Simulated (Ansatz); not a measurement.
# GeH₆OSi: a ladder of functionals and wavefunction methods

An exercise on one series of results from a longer session: the logs are not shown, and one member is left open.

Computed with Ansatz 0.2.0, Gaussian basis. Level: functionals in def2-TZVPP, the program's frozen cores in correlated methods.

The runs, in order: LDA (SPW92), PBE-D4, revPBE-D4, BLYP-D4, r2SCAN-D4, B97M-V, PBE0-D4, B3LYP-D4, r2SCANh-D4, r2SCAN0-D4, HSE06-D4, BHLYP-D4, CAM-B3LYP-D4, LC-ωPBE, ωB97X-V, ωB97M-V, B2PLYP, PBE-QIDH; CCSD(T)/def2-SVP; CCSD(T)/def2-TZVPP; MP2/def2-QZVPP; extrapolation to the limit; RPA on PBE.

## The relaxed structure

The geometry comes from an earlier relaxation with PBE0-D4 in a triple-zeta def2 set; it is a stationary point, not always the lowest conformer.

SMILES `[OH][GeH2][SiH3]`, 9 atoms, charge 0, spin multiplicity 1.

Atoms are counted from 1 here; the program's logs count them from 0.

Bond lengths: O1–Ge2 1.791 Å, O1–H4 0.960 Å, Ge2–Si3 2.389 Å, Ge2–H5 1.546 Å, Ge2–H6 1.536 Å, Si3–H7 1.488 Å, Si3–H8 1.488 Å, Si3–H9 1.486 Å. Angles: Ge2–O1–H4 112.4°, O1–Ge2–Si3 109.9°, O1–Ge2–H5 109.2°, O1–Ge2–H6 103.6°, Si3–Ge2–H5 111.3°, Si3–Ge2–H6 112.9°, H5–Ge2–H6 109.6°, Ge2–Si3–H7 110.2°, Ge2–Si3–H8 109.3°, Ge2–Si3–H9 110.4°, H7–Si3–H8 108.8°, H7–Si3–H9 109.3°, H8–Si3–H9 108.9°.

The first run:

in.yaml

```yaml
crystal:
  periodic: [false, false, false]
  atoms:
    - {symbol: O, position_ang: [-1.665434, 1.003167, -0.854751]}
    - {symbol: Ge, position_ang: [0.086273, 0.899570, -0.495532]}
    - {symbol: Si, position_ang: [0.525844, -1.010703, 0.870416]}
    - {symbol: H, position_ang: [-1.973406, 0.267943, -1.389034]}
    - {symbol: H, position_ang: [0.873694, 0.832084, -1.824442]}
    - {symbol: H, position_ang: [0.388079, 2.226689, 0.215912]}
    - {symbol: H, position_ang: [1.986018, -1.132807, 1.128372]}
    - {symbol: H, position_ang: [0.060148, -2.236181, 0.166284]}
    - {symbol: H, position_ang: [-0.192817, -0.896060, 2.165775]}
basis:
  gaussian: {orbitals: def2-TZVPP}
hamiltonian: {xc: lda}
output: {orbitals: {seedname: orbitals}}
```

Among the steps run: LDA; PBE-D4 (GGA); revPBE-D4 (GGA); BLYP-D4 (GGA); r2SCAN-D4 (meta-GGA); B97M-V (meta-GGA); PBE0-D4 (hybrid); B3LYP-D4 (hybrid); r2SCANh-D4 (hybrid); r2SCAN0-D4 (hybrid); HSE06-D4 (hybrid); BHLYP-D4 (hybrid); CAM-B3LYP-D4 (range-separated); LC-ωPBE-D4 (range-separated; the results give it without D4); ωB97X-V (range-separated); ωB97M-V (range-separated); B2PLYP (double hybrid); PBE-QIDH (double hybrid).

One of the session's tables, all rows but one given; the rest of the session is left out.

It belongs to the step «Frontier levels by functional». 

```
  functional  HOMO (eV)  gap (eV)
 LDA (SPW92)      -6.58      5.13
      PBE-D4      -6.47      5.23
   revPBE-D4      -6.42      5.29
     BLYP-D4      -6.35      5.22
   r2SCAN-D4      -6.77      5.83
      B97M-V      -6.93      5.81
     PBE0-D4      -7.79      7.40
    B3LYP-D4      -7.57      6.95
  r2SCANh-D4      -7.27      6.62
  r2SCAN0-D4      -7.99      7.76
    HSE06-D4      -7.39      6.63
    BHLYP-D4          ?         ?
CAM-B3LYP-D4      -9.10      9.70
     LC-ωPBE     -10.39     12.17
     ωB97X-V     -10.07     11.70
     ωB97M-V      -9.90     11.26
```

Estimate the missing values for BHLYP-D4.

Worked estimate for «HOMO (eV)». Against the share of exact exchange, BLYP-D4 (0, -6.35), B3LYP-D4 (0.2, -7.57) give a slope of -6.10 per unit share; at 0.5 the line stands at -9.40.

**Answer.** HOMO (eV): -8.95; gap (eV): 9.41. In «HOMO (eV)» the line misses by -0.45.
